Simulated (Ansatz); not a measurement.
**C2H12Al2N2: one species, many methods**

The task here is to estimate one member of a computed series from the others.

Program: Ansatz 0.2.0, Gaussian basis. Level of theory: functionals in def2-TZVPP, the program's frozen cores in correlated methods. These are calculated values, not measurements.

Plan: LDA (SPW92), PBE-D4, revPBE-D4, BLYP-D4, r2SCAN-D4, B97M-V, PBE0-D4, B3LYP-D4, r2SCANh-D4, r2SCAN0-D4, HSE06-D4, BHLYP-D4, CAM-B3LYP-D4, LC-ωPBE, ωB97X-V, ωB97M-V, B2PLYP, PBE-QIDH; CCSD(T)/def2-SVP; MP2/def2-TZVPP; MP2/def2-QZVPP; RPA on PBE.

### The geometry

An earlier PBE0-D4 in a triple-zeta def2 set relaxation fixed the geometry.

SMILES `[CH3][Al@H-]1[NH2+][Al@@H-]([CH3])[NH2+]1`, 18 atoms, charge 0, spin multiplicity 1.

Atoms are counted from 1 here; the program's logs count them from 0.

Bond lengths: C1–Al2 1.960 Å, C1–H7 1.095 Å, C1–H8 1.096 Å, C1–H9 1.095 Å, Al2–N3 1.959 Å, Al2–N6 1.959 Å, Al2–H10 1.596 Å, N3–Al4 1.959 Å, N3–H11 1.014 Å, N3–H12 1.014 Å, Al4–C5 1.960 Å, Al4–N6 1.959 Å, Al4–H13 1.596 Å, C5–H14 1.095 Å, C5–H15 1.096 Å, C5–H16 1.095 Å, N6–H17 1.014 Å, N6–H18 1.014 Å. Angles: Al2–C1–H7 111.9°, Al2–C1–H8 112.2°, Al2–C1–H9 111.9°, H7–C1–H8 107.0°, H7–C1–H9 106.6°, H8–C1–H9 107.0°, C1–Al2–N3 110.3°, C1–Al2–N6 110.3°, C1–Al2–H10 123.5°, N3–Al2–N6 87.8°, N3–Al2–H10 109.6°, N6–Al2–H10 109.6°, Al2–N3–Al4 92.1°, Al2–N3–H11 114.7°, Al2–N3–H12 114.3°, Al4–N3–H11 114.7°, Al4–N3–H12 114.3°, H11–N3–H12 106.8° and more.

Coordinates:

```
C     0.47326    2.45347   -0.19253
Al    1.18396    0.83051    0.64654
N     1.27601   -0.62627   -0.65971
Al   -0.23620   -1.55754    0.16710
C    -1.82694   -1.41506   -0.96972
N    -0.25264   -0.15877    1.53827
H     1.19734    2.91048   -0.87507
H    -0.43452    2.25633   -0.77419
H     0.21826    3.21768    0.54907
H     2.49255    0.81245    1.56044
H     1.12366   -0.34282   -1.62091
H     2.14556   -1.14683   -0.64288
H     0.26714   -2.92947    0.80927
H    -1.74872   -2.04590   -1.86133
H    -1.99811   -0.38968   -1.31702
H    -2.73407   -1.72993   -0.44339
H    -1.12804    0.34612    1.61706
H    -0.01851   -0.48477    2.46902
```

Set-up of the first run:

Input file in.yaml:

```yaml
crystal:
  periodic: [false, false, false]
  atoms:
    - {symbol: C, position_ang: [0.473265, 2.453469, -0.192532]}
    - {symbol: Al, position_ang: [1.183956, 0.830512, 0.646543]}
    - {symbol: N, position_ang: [1.276007, -0.626267, -0.659709]}
    - {symbol: Al, position_ang: [-0.236205, -1.557536, 0.167098]}
    - {symbol: C, position_ang: [-1.826940, -1.415057, -0.969721]}
    - {symbol: N, position_ang: [-0.252638, -0.158773, 1.538272]}
    - {symbol: H, position_ang: [1.197344, 2.910476, -0.875072]}
    - {symbol: H, position_ang: [-0.434518, 2.256335, -0.774195]}
    - {symbol: H, position_ang: [0.218259, 3.217679, 0.549066]}
    - {symbol: H, position_ang: [2.492555, 0.812453, 1.560435]}
    - {symbol: H, position_ang: [1.123658, -0.342820, -1.620909]}
    - {symbol: H, position_ang: [2.145561, -1.146832, -0.642877]}
    - {symbol: H, position_ang: [0.267139, -2.929472, 0.809272]}
    - {symbol: H, position_ang: [-1.748717, -2.045897, -1.861334]}
    - {symbol: H, position_ang: [-1.998105, -0.389683, -1.317018]}
    - {symbol: H, position_ang: [-2.734066, -1.729930, -0.443389]}
    - {symbol: H, position_ang: [-1.128038, 0.346118, 1.617056]}
    - {symbol: H, position_ang: [-0.018506, -0.484774, 2.469023]}
basis:
  gaussian: {orbitals: def2-TZVPP}
hamiltonian: {xc: lda}
output: {orbitals: {seedname: orbitals}}
```

The run is started by

```sh
> ansatz run in.yaml --threads 8 --pin off --events-out ev --progress --plain --max-ram 20889MiB
```

Steps of the session up to this table: LDA; PBE-D4 (GGA); revPBE-D4 (GGA); BLYP-D4 (GGA); r2SCAN-D4 (meta-GGA); B97M-V (meta-GGA); PBE0-D4 (hybrid); B3LYP-D4 (hybrid); r2SCANh-D4 (hybrid); r2SCAN0-D4 (hybrid); HSE06-D4 (hybrid); BHLYP-D4 (hybrid); CAM-B3LYP-D4 (range-separated); LC-ωPBE (range-separated); ωB97X-V (range-separated); ωB97M-V (range-separated); B2PLYP (double hybrid); PBE-QIDH (double hybrid).

One table of the session follows, with a row left open; its other results are not shown here.

It belongs to the step «Frontier levels by functional». 

```
  functional  HOMO (eV)  gap (eV)
 LDA (SPW92)      -6.38      5.65
      PBE-D4      -6.30      5.77
   revPBE-D4      -6.26      5.84
     BLYP-D4      -6.19      5.74
   r2SCAN-D4      -6.58      6.57
      B97M-V      -6.68      6.33
     PBE0-D4      -7.58      7.81
    B3LYP-D4      -7.37      7.36
  r2SCANh-D4      -7.05      7.27
  r2SCAN0-D4      -7.76      8.32
    HSE06-D4      -7.17      7.05
    BHLYP-D4          ?         ?
CAM-B3LYP-D4      -8.98     10.02
     LC-ωPBE     -10.37     12.56
     ωB97X-V     -10.02     12.02
     ωB97M-V      -9.84     11.43
```

Estimate the missing values for BHLYP-D4.

Worked estimate for «HOMO (eV)». Against the share of exact exchange, BLYP-D4 (0, -6.19), B3LYP-D4 (0.2, -7.37) give a slope of -5.90 per unit share; at 0.5 the line stands at -9.14.

As computed: HOMO (eV): -8.79; gap (eV): 9.69. In «HOMO (eV)» the line misses by -0.35.
